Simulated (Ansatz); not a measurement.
# CdCu3O4: the cost of one run

Method: DFT PBE, scalar-relativistic, plane waves, PAW, in Ansatz 0.2.0.

## (1) The structure to begin with

The structure is cubic, space group P-43m (No. 215). The conventional cell has a = 4.735 Å, b = 4.735 Å, c = 4.735 Å, α = 90.00°, β = 90.00°, γ = 90.00°. Around Cd (site symmetry -43m) lie 4 O at 1.93 Å. Cu (site symmetry -42m) is surrounded by 4 O at 2.01 Å. Around O (site symmetry 3m) lie 1 Cd at 1.93 Å and 3 Cu at 2.01 Å.

Structure file:

```xyz
8
Lattice="4.7353 0.0000 0.0000 0.0000 4.7353 0.0000 0.0000 0.0000 4.7353" Properties=species:S:1:pos:R:3 pbc="T T T"
Cd    0.0000    0.0000    0.0000
Cu    2.3676    0.0000    0.0000
Cu    0.0000    2.3676    0.0000
Cu    0.0000    0.0000    2.3676
O     1.1128    1.1128    1.1128
O     1.1128    3.6225    3.6225
O     3.6225    3.6225    1.1128
O     3.6225    1.1128    3.6225
```

(A quick probe on a coarse mesh, which set the mesh and smearing, is not shown.)

## (3) Rough relaxation on the coarse mesh

Contents of input.yaml:

```yaml
crystal:
  lattice:
    - [4.7352510414, 0.0, 0.0]
    - [0.0, 4.7352510414, 0.0]
    - [0.0, 0.0, 4.7352510414]
  atoms:
    - { symbol: Cd, position: [0.0, 0.0, 0.0] }
    - { symbol: Cu, position: [0.5, 0.0, 0.0], spin: 0.5 }
    - { symbol: Cu, position: [0.0, 0.5, 0.0], spin: 0.5 }
    - { symbol: Cu, position: [0.0, 0.0, 0.5], spin: 0.5 }
    - { symbol: O, position: [0.235, 0.235, 0.235], spin: 0.34 }
    - { symbol: O, position: [0.235, 0.765, 0.765], spin: 0.34 }
    - { symbol: O, position: [0.765, 0.765, 0.235], spin: 0.34 }
    - { symbol: O, position: [0.765, 0.235, 0.765], spin: 0.34 }
basis:
  ecutwfc: 420
kpoints:
  mp_grid: { grid: [4, 4, 4] }
hamiltonian:
  xc: pbe
scf:
  occupations: { method: gaussian, width: 0.1 }
  lower_state_search: "off"
output:
  forces: true
  stress: true
  eigenvalues: true
  populations: true
magnetization:
  spin_polarized: true
relax:
  adjacent_minimum: "off"
  f_tol: 0.04
  max_steps: 70
  cell: { stress_tol: 0.4 }
```

Command:

```console
ansatz run input.yaml --threads 1 --pin off --max-ram 2560MiB --backend cpu --events-out ev --progress --plain --runs-dir out
```

Q: Estimate wall time and peak memory on 1 thread of Arm Neoverse V1, shared host.

About 2.7 min, with a peak of 0.44 GiB.
